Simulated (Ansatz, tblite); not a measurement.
# Ge20H30 bond sphere (Ge₂₀H₃₀): a ladder of methods and basis sets

An exercise on one series of results from a longer session: the logs are not shown, and one member is left open.

The runs use Ansatz 0.2.0, Gaussian basis; as each input shows.

The runs, in order: GFN1-xTB, GFN2-xTB, PBE-D4/def2-TZVP, r2SCAN-D4/def2-TZVP, BHLYP-D4/def2-TZVP, PBE-D4/def2-SVP, PBE0-D4/def2-SVP, HF/STO-3G, HF/6-31G, B3LYP-D4/6-31G, MP2/def2-SVP.

1 further run of the same task is left out (set aside as unsound or not needed). Runs told in other sessions of the task aren't counted.

**The geometry**

The geometry is that of the singlet, from an earlier relaxation (PBE-D4/def2-SVP).

50 atoms, charge 0, spin multiplicity 1.

Bond lengths: Ge1–Ge11 2.450 Å, Ge1–Ge12 2.450 Å, Ge1–Ge13 2.459 Å, Ge1–H21 1.562 Å, Ge2–Ge11 2.447 Å, Ge2–Ge14 2.450 Å, Ge2–H22 1.554 Å, Ge2–H23 1.559 Å, Ge3–Ge13 2.459 Å, Ge3–Ge15 2.450 Å, Ge3–Ge16 2.449 Å, Ge3–H24 1.562 Å, Ge4–Ge14 2.449 Å, Ge4–Ge15 2.446 Å, Ge4–H25 1.559 Å, Ge4–H26 1.554 Å, Ge5–Ge12 2.446 Å, Ge5–Ge17 2.449 Å and more. Angles: Ge11–Ge1–Ge12 103.2°, Ge11–Ge1–Ge13 113.3°, Ge11–Ge1–H21 109.0°, Ge12–Ge1–Ge13 113.3°, Ge12–Ge1–H21 109.0°, Ge13–Ge1–H21 108.9°, Ge11–Ge2–Ge14 112.0°, Ge11–Ge2–H22 109.3°, Ge11–Ge2–H23 108.4°, Ge14–Ge2–H22 111.8°, Ge14–Ge2–H23 107.5°, H22–Ge2–H23 107.7°, Ge13–Ge3–Ge15 113.2°, Ge13–Ge3–Ge16 113.2°, Ge13–Ge3–H24 108.9°, Ge15–Ge3–Ge16 103.3°, Ge15–Ge3–H24 109.0°, Ge16–Ge3–H24 109.0° and more.

PBE0-D4/def2-TZVP was run before; its log isn't repeated, and its numbers join the tables.

The first run:

Tight binding, by tblite at 300 K electronic temperature and without a spin-polarisation term:

```python
tblite.interface.Calculator('GFN1-xTB', numbers, positions, charge=0, uhf=0).singlepoint()
```

Tight binding, by tblite at 300 K electronic temperature and without a spin-polarisation term:

```python
tblite.interface.Calculator('GFN2-xTB', numbers, positions, charge=0, uhf=0).singlepoint()
```

start.molden holds the orbitals of an earlier run on this state, given as this run's starting guess.

File in.yaml:

```yaml
crystal:
  periodic: [false, false, false]
  atoms:
    - {symbol: Ge, position_ang: [-2.113889, -2.115847, -0.737555]}
    - {symbol: Ge, position_ang: [-2.253966, 0.821375, -3.538828]}
    - {symbol: Ge, position_ang: [-2.116179, 0.739227, 2.112502]}
    - {symbol: Ge, position_ang: [-2.254079, 3.537598, -0.826530]}
    - {symbol: Ge, position_ang: [0.822231, -2.257397, -3.535220]}
    - {symbol: Ge, position_ang: [0.736588, -2.113938, 2.116856]}
    - {symbol: Ge, position_ang: [3.538531, -2.255057, -0.817526]}
    - {symbol: Ge, position_ang: [0.708176, 0.706210, -0.706886]}
    - {symbol: Ge, position_ang: [0.820284, 3.538087, 2.254200]}
    - {symbol: Ge, position_ang: [3.535675, 0.823348, 2.259990]}
    - {symbol: Ge, position_ang: [-3.534340, -0.824159, -2.258876]}
    - {symbol: Ge, position_ang: [-0.820548, -3.539835, -2.254009]}
    - {symbol: Ge, position_ang: [-0.708598, -0.708255, 0.708557]}
    - {symbol: Ge, position_ang: [-0.734922, 2.113068, -2.116012]}
    - {symbol: Ge, position_ang: [-3.536646, 2.256609, 0.816316]}
    - {symbol: Ge, position_ang: [-0.823589, 2.257144, 3.535571]}
    - {symbol: Ge, position_ang: [2.115469, -0.739518, -2.112741]}
    - {symbol: Ge, position_ang: [2.255800, -3.536382, 0.824910]}
    - {symbol: Ge, position_ang: [2.253682, -0.820615, 3.540272]}
    - {symbol: Ge, position_ang: [2.114221, 2.113729, 0.738548]}
    - {symbol: H, position_ang: [-3.019287, -3.018022, 0.160686]}
    - {symbol: H, position_ang: [-1.494407, 0.100645, -4.687333]}
    - {symbol: H, position_ang: [-3.254543, 1.825578, -4.188182]}
    - {symbol: H, position_ang: [-3.021685, -0.158222, 3.015398]}
    - {symbol: H, position_ang: [-3.252940, 4.187761, -1.831897]}
    - {symbol: H, position_ang: [-1.494713, 4.685295, -0.104330]}
    - {symbol: H, position_ang: [0.097288, -1.495120, -4.679319]}
    - {symbol: H, position_ang: [1.825153, -3.255265, -4.190497]}
    - {symbol: H, position_ang: [-0.162265, -3.017784, 3.020007]}
    - {symbol: H, position_ang: [4.194573, -3.254129, -1.818794]}
    - {symbol: H, position_ang: [4.682025, -1.491241, -0.093294]}
    - {symbol: H, position_ang: [0.097544, 4.683372, 1.491671]}
    - {symbol: H, position_ang: [1.823108, 4.191664, 3.253367]}
    - {symbol: H, position_ang: [4.684459, 0.101483, 1.501902]}
    - {symbol: H, position_ang: [4.184589, 1.828565, 3.259819]}
    - {symbol: H, position_ang: [-4.183666, -1.828532, -3.259268]}
    - {symbol: H, position_ang: [-4.682952, -0.102946, -1.499889]}
    - {symbol: H, position_ang: [-1.824222, -4.191373, -3.253679]}
    - {symbol: H, position_ang: [-0.098394, -4.686454, -1.492992]}
    - {symbol: H, position_ang: [0.165842, 3.014797, -3.019334]}
    - {symbol: H, position_ang: [-4.681042, 1.494234, 0.091944]}
    - {symbol: H, position_ang: [-4.191696, 3.255827, 1.818090]}
    - {symbol: H, position_ang: [-1.826769, 3.256374, 4.188431]}
    - {symbol: H, position_ang: [-0.100772, 1.495522, 4.681404]}
    - {symbol: H, position_ang: [3.018637, 0.159599, -3.016279]}
    - {symbol: H, position_ang: [1.495118, -4.682252, 0.101137]}
    - {symbol: H, position_ang: [3.254247, -4.189327, 1.828855]}
    - {symbol: H, position_ang: [3.252739, -1.823691, 4.193630]}
    - {symbol: H, position_ang: [1.491592, -0.097752, 4.685785]}
    - {symbol: H, position_ang: [3.018576, 3.016025, -0.160586]}
basis:
  gaussian: {orbitals: def2-TZVP, fitting: {mean_field: def2-universal-jkfit}, initial_orbitals: start.molden}
hamiltonian: {xc: pbe, dispersion: d4}
scf: {omitted_lower_state_checks: [starts]}
output: {forces: true, orbitals: {seedname: orbitals}}
```

Launch:

```sh
ansatz run in.yaml --threads 11 --pin off --events-out ev --progress --plain --max-ram 166912MiB --backend cuda --devices 0, --max-vram 75GiB
```

Among the steps run: PBE-D4/def2-TZVP; r2SCAN-D4/def2-TZVP; BHLYP-D4/def2-TZVP; PBE-D4/def2-SVP; PBE0-D4/def2-SVP; HF/STO-3G; HF/6-31G; B3LYP-D4/6-31G; MP2/def2-SVP.

One table of the session follows, with a row left open; its other results are not shown here.

It belongs to the step «Binding energy». 

| level | binding an atom (eV) |
| --- | --- |
| HF/STO-3G | 3.723 |
| HF/6-31G | 1.883 |
| HF/def2-SVP | 2.023 |
| PBE-D4/def2-SVP | 2.874 |
| PBE-D4/def2-TZVP | 2.873 |
| r2SCAN-D4/def2-TZVP | 2.911 |
| B3LYP-D4/6-31G | 2.811 |
| PBE0-D4/def2-SVP | 2.876 |
| PBE0-D4/def2-TZVP | 2.874 |
| BHLYP-D4/def2-TZVP | 2.842 |
| MP2/def2-SVP | ? |

Estimate the missing values for MP2/def2-SVP.

**Answer.** binding an atom (eV): 2.695. In the column «binding an atom (eV)» it lies between HF/def2-SVP (2.023) and B3LYP-D4/6-31G (2.811).

To keep in mind: Free atoms were run apart at each level; binding is atoms less cluster, divided by the number of atoms, without zero-point or spin-orbit terms.
